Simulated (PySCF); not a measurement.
# Te³⁺: dipole response in aug-cc-pwCVTZ-PP with ECP28

Aim: the static polarisability and the C₆ coefficient of Te³⁺, method by method.

Method: unrestricted determinants in a Gaussian basis, no spin-orbit coupling in the energies. Code: PySCF 2.14.0.

## 1. Starting point

| Quantity | Value |
| --- | --- |
| Element | tellurium (Z = 52) |
| Basis | aug-cc-pwCVTZ-PP with ECP28MDF (8s7p6d4f1g, 96 functions) |
| Hamiltonian | scalar relativity through the core potential |
| State 1 | Te³⁺: [Kr] 4d10 5s2 5p1, 2P determinant |
| Methods | UHF, PBE, PBE0, wB97X-V |

The outer shells:

Te3+ [Kr] 4d10 5s2 5p1
```
[Kr] core
4d [↑↓][↑↓][↑↓][↑↓][↑↓]
5s [↑↓]
5p [↑ ][  ][  ]
```

One driver process ran all states and methods and kept the integrals in memory. Each run is shown as a PySCF script that sums up its settings (the driver passes frozen orbitals as a list and adds second-order terms of double hybrids); the logs are those of the runs themselves. The driver starts from symmetry-adapted Hartree-Fock orbitals, holds the occupation by maximum overlap and uses a logarithmic radial grid for functionals, so a plain start would take other cycles.

The integrals over 96 functions and the set-up took 1.4 s of CPU time.

## 2. Te³⁺

UHF:

Contents of input.py:

```python
from pyscf import gto, scf, dft, mp, cc
import basis_set_exchange as bse
txt = bse.get_basis("aug-cc-pwCVTZ-PP", elements=["Te"], fmt="nwchem", header=False)
cut = txt.index("\nECP")
mol = gto.M(atom="Te 0 0 0", charge=3, spin=1, symmetry="D2h",
            basis=gto.basis.parse(txt[:cut]),
            ecp={"Te": gto.basis.parse_ecp(txt[cut:])})
mf = scf.UHF(mol)
mf.irrep_nelec = {'Ag': (4, 4), 'B1g': (1, 1), 'B2g': (1, 1), 'B3g': (1, 1), 'B1u': (1, 1), 'B2u': (2, 1), 'B3u': (1, 1)}
mf.kernel()
```

Output:

```text
damping factor = 0
level_shift factor = 0
DIIS = <class 'pyscf.scf.diis.CDIIS'>
diis_start_cycle = 1
diis_space = 10
diis_damp = 0
SCF conv_tol = 1e-09
SCF conv_tol_grad = None
number electrons alpha = 11  beta = 10
cycle= 1 E= -265.056756460282  delta_E= -0.0039  |g|= 0.0213  |ddm|= 0.0932
cycle= 2 E= -265.057129121403  delta_E= -0.000373  |g|= 0.0073  |ddm|= 0.0298
cycle= 3 E= -265.057180413474  delta_E= -5.13e-05  |g|= 0.000487  |ddm|= 0.0159
cycle= 4 E= -265.057180623717  delta_E= -2.1e-07  |g|= 0.000143  |ddm|= 0.000959
cycle= 5 E= -265.057180635052  delta_E= -1.13e-08  |g|= 3.79e-05  |ddm|= 0.000272
cycle= 6 E= -265.057180635686  delta_E= -6.34e-10  |g|= 4.27e-06  |ddm|= 5.8e-05
converged SCF energy = -265.057180635686  <S^2> = 0.75770833  2S+1 = 2.0076935
```

CPU time 15 s on a shared host, the integrals not counted.

The occupied shells:

| shell | electrons | mean orbital energy (eV) | spread (eV) | rms radius (bohr) |
| --- | --- | --- | --- | --- |
| 4s α | 1 | -225.00 | 0 | 0.819 |
| 4s β | 1 | -224.75 | 0 | 0.819 |
| 4p α | 3 | -169.56 | 0.057 | 0.882 |
| 4p β | 3 | -169.31 | 0.755 | 0.882 |
| 4d α | 5 | -83.902 | 0.416 | 1.03 |
| 4d β | 5 | -83.703 | 0.811 | 1.03 |
| 5s α | 1 | -47.857 | 0 | 2.07 |
| 5s β | 1 | -45.200 | 0 | 2.07 |
| 5p α | 1 | -36.490 | 0 | 2.39 |

⟨S²⟩ = 0.758, ⟨L²⟩ = 2.02.

The driver then solved the coupled dipole response at imaginary frequencies: mean α = 11.39 bohr³ (xx, yy, zz: 11.69, 10.81, 11.69), C₆ = 61.09 au for a like pair.

Energies and moments cover only the electrons outside the core potential.

PBE:

Changes to input.py:

```diff
@@ -7,3 +7,3 @@
             ecp={"Te": gto.basis.parse_ecp(txt[cut:])})
-mf = scf.UHF(mol)
+mf = dft.UKS(mol, xc="PBE")
 mf.irrep_nelec = {'Ag': (4, 4), 'B1g': (1, 1), 'B2g': (1, 1), 'B3g': (1, 1), 'B1u': (1, 1), 'B2u': (2, 1), 'B3u': (1, 1)}
```

Output:

```text
damping factor = 0
level_shift factor = 0
DIIS = <class 'pyscf.scf.diis.CDIIS'>
diis_start_cycle = 1
diis_space = 10
diis_damp = 0
SCF conv_tol = 1e-09
SCF conv_tol_grad = None
number electrons alpha = 11  beta = 10
XC functionals = PBE
    J. P. Perdew, K. Burke, and M. Ernzerhof.,  Phys. Rev. Lett. 77, 3865 (1996)
    J. P. Perdew, K. Burke, and M. Ernzerhof.,  Phys. Rev. Lett. 78, 1396 (1997)
    J. P. Perdew, K. Burke, and M. Ernzerhof.,  Phys. Rev. Lett. 77, 3865 (1996)
    J. P. Perdew, K. Burke, and M. Ernzerhof.,  Phys. Rev. Lett. 78, 1396 (1997)
cycle= 1 E= -265.954801322746  delta_E= -0.00895  |g|= 0.0313  |ddm|= 0.452
cycle= 2 E= -265.95487620178  delta_E= -7.49e-05  |g|= 0.0209  |ddm|= 0.051
cycle= 3 E= -265.954931467817  delta_E= -5.53e-05  |g|= 0.00202  |ddm|= 0.025
cycle= 4 E= -265.954932091199  delta_E= -6.23e-07  |g|= 6.21e-05  |ddm|= 0.00225
cycle= 5 E= -265.954932092849  delta_E= -1.65e-09  |g|= 1.27e-05  |ddm|= 0.000139
cycle= 6 E= -265.954932092884  delta_E= -3.55e-11  |g|= 9.42e-07  |ddm|= 2.17e-05
converged SCF energy = -265.954932092884  <S^2> = 0.75120059  2S+1 = 2.0012002
```

It used 9.6 s of CPU time after the integrals (shared host).

The driver then solved the coupled dipole response at imaginary frequencies: mean α = 10.39 bohr³ (xx, yy, zz: 10.48, 10.23, 10.48), C₆ = 55.04 au for a like pair.

PBE0:

Changes to input.py:

```diff
@@ -7,3 +7,3 @@
             ecp={"Te": gto.basis.parse_ecp(txt[cut:])})
-mf = dft.UKS(mol, xc="PBE")
+mf = dft.UKS(mol, xc="PBE0")
 mf.irrep_nelec = {'Ag': (4, 4), 'B1g': (1, 1), 'B2g': (1, 1), 'B3g': (1, 1), 'B1u': (1, 1), 'B2u': (2, 1), 'B3u': (1, 1)}
```

Output:

```text
damping factor = 0
level_shift factor = 0
DIIS = <class 'pyscf.scf.diis.CDIIS'>
diis_start_cycle = 1
diis_space = 10
diis_damp = 0
SCF conv_tol = 1e-09
SCF conv_tol_grad = None
number electrons alpha = 11  beta = 10
XC functionals = PBE0
    C. Adamo and V. Barone.,  J. Chem. Phys. 110, 6158 (1999)
    M. Ernzerhof and G. E. Scuseria.,  J. Chem. Phys. 110, 5029 (1999)
cycle= 1 E= -265.969605169222  delta_E= -0.00605  |g|= 0.0195  |ddm|= 0.342
cycle= 2 E= -265.969677480877  delta_E= -7.23e-05  |g|= 0.00838  |ddm|= 0.0466
cycle= 3 E= -265.969686889265  delta_E= -9.41e-06  |g|= 0.00192  |ddm|= 0.0112
cycle= 4 E= -265.96968748149  delta_E= -5.92e-07  |g|= 0.000152  |ddm|= 0.00269
cycle= 5 E= -265.969687491848  delta_E= -1.04e-08  |g|= 1.54e-05  |ddm|= 0.000247
cycle= 6 E= -265.969687491938  delta_E= -8.98e-11  |g|= 7.07e-07  |ddm|= 3.16e-05
converged SCF energy = -265.969687491938  <S^2> = 0.75213616  2S+1 = 2.002135
```

It used 21 s of CPU time after the integrals (shared host).

The driver then solved the coupled dipole response at imaginary frequencies: mean α = 10.61 bohr³ (xx, yy, zz: 10.76, 10.31, 10.76), C₆ = 56.32 au for a like pair.

wB97X-V:

Changes to input.py:

```diff
@@ -7,3 +7,3 @@
             ecp={"Te": gto.basis.parse_ecp(txt[cut:])})
-mf = dft.UKS(mol, xc="PBE0")
+mf = dft.UKS(mol, xc="WB97X_V")
 mf.irrep_nelec = {'Ag': (4, 4), 'B1g': (1, 1), 'B2g': (1, 1), 'B3g': (1, 1), 'B1u': (1, 1), 'B2u': (2, 1), 'B3u': (1, 1)}
```

Output:

```text
damping factor = 0
level_shift factor = 0
DIIS = <class 'pyscf.scf.diis.CDIIS'>
diis_start_cycle = 1
diis_space = 10
diis_damp = 0
SCF conv_tol = 1e-09
SCF conv_tol_grad = None
number electrons alpha = 11  beta = 10
XC functionals = WB97X_V
    N. Mardirossian and M. Head-Gordon.,  Phys. Chem. Chem. Phys. 16, 9904-9924 (2014)
NLC functional = WB97X_V
cycle= 1 E= -265.949191434784  delta_E= -0.00625  |g|= 0.0193  |ddm|= 0.333
cycle= 2 E= -265.949358317129  delta_E= -0.000167  |g|= 0.0044  |ddm|= 0.0666
cycle= 3 E= -265.949365917086  delta_E= -7.6e-06  |g|= 0.0021  |ddm|= 0.00862
cycle= 4 E= -265.949366742066  delta_E= -8.25e-07  |g|= 0.000265  |ddm|= 0.00388
cycle= 5 E= -265.949366766625  delta_E= -2.46e-08  |g|= 3.37e-05  |ddm|= 0.000398
cycle= 6 E= -265.949366767654  delta_E= -1.03e-09  |g|= 2.52e-06  |ddm|= 0.000119
cycle= 7 E= -265.949366767661  delta_E= -6.71e-12  |g|= 2.37e-07  |ddm|= 8.35e-06
converged SCF energy = -265.949366767661  <S^2> = 0.75188966  2S+1 = 2.0018888
```

It used 36 s of CPU time after the integrals (shared host).

The driver then solved the coupled dipole response at imaginary frequencies: mean α = 10.70 bohr³ (xx, yy, zz: 10.88, 10.34, 10.88), C₆ = 56.89 au for a like pair.

Radial density 4πr²ρ of Te³⁺ at UHF, the electrons outside the core potential:

| r (bohr) | density | spin density |
| --- | --- | --- |
| 0.00219 | 2.55e-05 | 0.000 |
| 0.00369 | 7.04e-05 | 0.000 |
| 0.00621 | 0.000186 | 0.000 |
| 0.0104 | 0.000443 | 0.000 |
| 0.0176 | 0.000888 | 0.000 |
| 0.0295 | 0.00151 | 0.000 |
| 0.0497 | 0.00205 | 0.000 |
| 0.0836 | 0.00389 | 0.000 |
| 0.141 | 0.0257 | 0.000 |
| 0.236 | 0.341 | 0.002 |
| 0.398 | 5.25 | 0.034 |
| 0.669 | 25.1 | 0.112 |
| 1.13 | 13.1 | 0.024 |
| 1.89 | 2.83 | 0.606 |
| 3.18 | 0.412 | 0.204 |
| 5.35 | 0.00298 | 0.002 |

## 3. The response side by side

Te³⁺, in atomic units:

| method | mean α | C₆ (like pair) | S(−4) |
| --- | --- | --- | --- |
| UHF | 11.39 | 61.09 | 39.89 |
| PBE | 10.39 | 55.04 | 31.12 |
| PBE0 | 10.61 | 56.32 | 32.83 |
| wB97X-V | 10.70 | 56.89 | 33.67 |

α(iu) at wB97X-V:

| u (hartree) | α(iu) (bohr³) |
| --- | --- |
| 0 | 10.70 |
| 0.0500 | 10.62 |
| 0.100 | 10.38 |
| 0.200 | 9.529 |
| 0.300 | 8.429 |
| 0.500 | 6.311 |
| 0.750 | 4.467 |
| 1.00 | 3.352 |
| 1.50 | 2.183 |
| 2.00 | 1.594 |
| 3.00 | 0.9919 |
| 5.00 | 0.4954 |

## 4. Summary of results

| quantity | value |
| --- | --- |
| α of Te³⁺ | 10.39 (PBE) to 11.39 (UHF) bohr³ |

A single London oscillator with the computed α and C₆ of Te³⁺ at UHF would have ω = 4 C₆ / (3 α²) = 0.627 hartree. The basis is finite, and no extrapolation was made.
